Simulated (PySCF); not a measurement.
# [Gd(NH2)4]−: other functionals and bases at one geometry

Aim: see how levels, charges and forces of [Gd(NH2)4]− depend on the level of theory. The species was built from a template and needn't be a known compound.

The runs use PySCF 2.14.0; several levels, as the steps say, no spin–orbit coupling.

1 further run of the same task is left out (for a known fault of the program).

### Step 1. The system as given

13 atoms, charge -1, spin multiplicity 1.

Bond lengths: Gd1–N2 2.280 Å, Gd1–N5 2.280 Å, Gd1–N8 2.280 Å, Gd1–N11 2.280 Å, N2–H3 1.020 Å, N2–H4 1.021 Å, N5–H6 1.022 Å, N5–H7 1.020 Å, N8–H9 1.021 Å, N8–H10 1.020 Å, N11–H12 1.020 Å, N11–H13 1.022 Å. Angles: N2–Gd1–N5 111.0°, N2–Gd1–N8 106.4°, N2–Gd1–N11 111.0°, N5–Gd1–N8 111.0°, N5–Gd1–N11 106.4°, N8–Gd1–N11 111.0°, Gd1–N2–H3 130.5°, Gd1–N2–H4 124.0°, H3–N2–H4 105.3°, Gd1–N5–H6 124.0°, Gd1–N5–H7 130.5°, H6–N5–H7 105.4°, Gd1–N8–H9 124.0°, Gd1–N8–H10 130.5°, H9–N8–H10 105.3°, Gd1–N11–H12 130.5°, Gd1–N11–H13 124.0°, H12–N11–H13 105.4°.

Geometry (Å):

```xyz
13
charge -1, multiplicity 1
Gd    0.00003    0.00000    0.00000
N     1.36588    1.23658    1.34240
H     1.32305    1.41619    2.34570
H     2.22931    1.68058    1.02489
N    -1.36591   -1.34229    1.23658
H    -2.22873   -1.02399    1.68138
H    -1.32362   -2.34561    1.41626
N     1.36588   -1.23658   -1.34240
H     2.22931   -1.68058   -1.02489
H     1.32305   -1.41619   -2.34570
N    -1.36591    1.34229   -1.23658
H    -1.32362    2.34561   -1.41626
H    -2.22873    1.02399   -1.68138
```

Formal oxidation states: Gd +3. Each metal's 7 4f electrons lie in its core potential, so multiplicities, spins and levels count the valence alone. An earlier session relaxed this geometry at PBE0, Gd lcecp-1-SVP with ECP53, N def2-SVP, H def2-SVP (singlet, point group S4).

At PBE0 on the finer grid: E = -259.431455 Eh, HOMO -1.15 eV, LUMO 3.89 eV, Mulliken charge on Gd1 +0.65 e, largest force component 0.003 eV/Å. 

Levels to run: PBE; BP86; PBE0, TZVP. Hardware: 2 threads of Arm Neoverse V1, shared host.

### Step 2. PBE

The input, run.py (the lines that set the calculation):

```python
mol = gto.M(atom='''
Gd     0.00003     0.00000     0.00000
N      1.36588     1.23658     1.34240
H      1.32305     1.41619     2.34570
H      2.22931     1.68058     1.02489
N     -1.36591    -1.34229     1.23658
H     -2.22873    -1.02399     1.68138
H     -1.32362    -2.34561     1.41626
N      1.36588    -1.23658    -1.34240
H      2.22931    -1.68058    -1.02489
H      1.32305    -1.41619    -2.34570
N     -1.36591     1.34229    -1.23658
H     -1.32362     2.34561    -1.41626
H     -2.22873     1.02399    -1.68138''',
    basis={'Gd': 'lcecp-1-SVP', 'N': 'def2-SVP', 'H': 'def2-SVP'},
    ecp={'Gd': 'lcecp-1-SVP'},
    charge=-1, spin=0)
mf = dft.RKS(mol, xc='PBE')
mf.grids.atom_grid = (75, 302)  # f atoms: unpruned, at least (60, 302)
mf = mf.density_fit()  # fitting sets: Gd AutoAux, N def2-universal-JKFIT, H def2-universal-JKFIT
mf.conv_tol = 1e-08; mf.max_cycle = 55
mf.kernel(dm0)  # dm0: the density of the relaxed state
```

The run is started by

```bash
> OMP_NUM_THREADS=2 python run.py
```

### Step 3. BP86

run.py (the lines that set the calculation): that of step 2 with these lines changed.

```diff
@@ -17,3 +17,3 @@
     charge=-1, spin=0)
-mf = dft.RKS(mol, xc='PBE')
+mf = dft.RKS(mol, xc='B88,P86')
 mf.grids.atom_grid = (75, 302)  # f atoms: unpruned, at least (60, 302)
```

### Step 4. PBE0, TZVP

Basis: Gd lcecp-1-TZVP with ECP53, N def2-TZVP, H def2-TZVP. 

run.py (the lines that set the calculation): that of step 3 with these lines changed.

```diff
@@ -14,6 +14,6 @@
 H     -2.22873     1.02399    -1.68138''',
-    basis={'Gd': 'lcecp-1-SVP', 'N': 'def2-SVP', 'H': 'def2-SVP'},
-    ecp={'Gd': 'lcecp-1-SVP'},
+    basis={'Gd': 'lcecp-1-TZVP', 'N': 'def2-TZVP', 'H': 'def2-TZVP'},
+    ecp={'Gd': 'lcecp-1-TZVP'},
     charge=-1, spin=0)
-mf = dft.RKS(mol, xc='B88,P86')
+mf = dft.RKS(mol, xc='PBE0')
 mf.grids.atom_grid = (75, 302)  # f atoms: unpruned, at least (60, 302)
@@ -21,2 +21,2 @@
 mf.conv_tol = 1e-08; mf.max_cycle = 55
-mf.kernel(dm0)  # dm0: the density of the relaxed state
+mf.kernel(dm0)  # dm0: free metal ions and neutral atoms
```

**Question.** What will these runs give? Wanted: for each run, HOMO; gap; charge on Gd1; dipole; largest force.

As calculated:

| level | state | HOMO (eV) | gap (eV) | charge on Gd1 (e) | dipole (D) | largest force (eV/Å) | basis functions | time |
| --- | --- | --- | --- | --- | --- | --- | --- | --- |
| PBE0 (relaxed here) | singlet | -1.15 | 5.04 | 0.65 | 0.00 | 0.00 | 129 | 35 s |
| PBE | singlet | 0.21 | 3.08 | 0.38 | 0.00 | 0.40 | 129 | 11 s |
| BP86 | singlet | 0.10 | 3.25 | 0.38 | 0.00 | 0.45 | 129 | 10 s |
| PBE0, TZVP | singlet | -1.46 | 5.12 | 1.46 | 0.00 | 0.32 | 219 | 50 s |

Times are on 2 threads of Arm Neoverse V1, shared host; the first row also made further properties. The dipole of a charged species depends on the origin, so these sizes hold for this origin alone.

In one basis the HOMO–LUMO gap runs from 3.08 eV (PBE) to 5.04 eV (PBE0). The largest leftover force, 0.45 eV/Å with BP86, stands at a geometry relaxed at another level. The Mulliken charge on Gd spans +0.38 to +1.46 e over the levels. With 4f in the core, its levels are missing from HOMO and gap. Total energies of different levels can't be compared. Spin–orbit coupling is left out throughout.
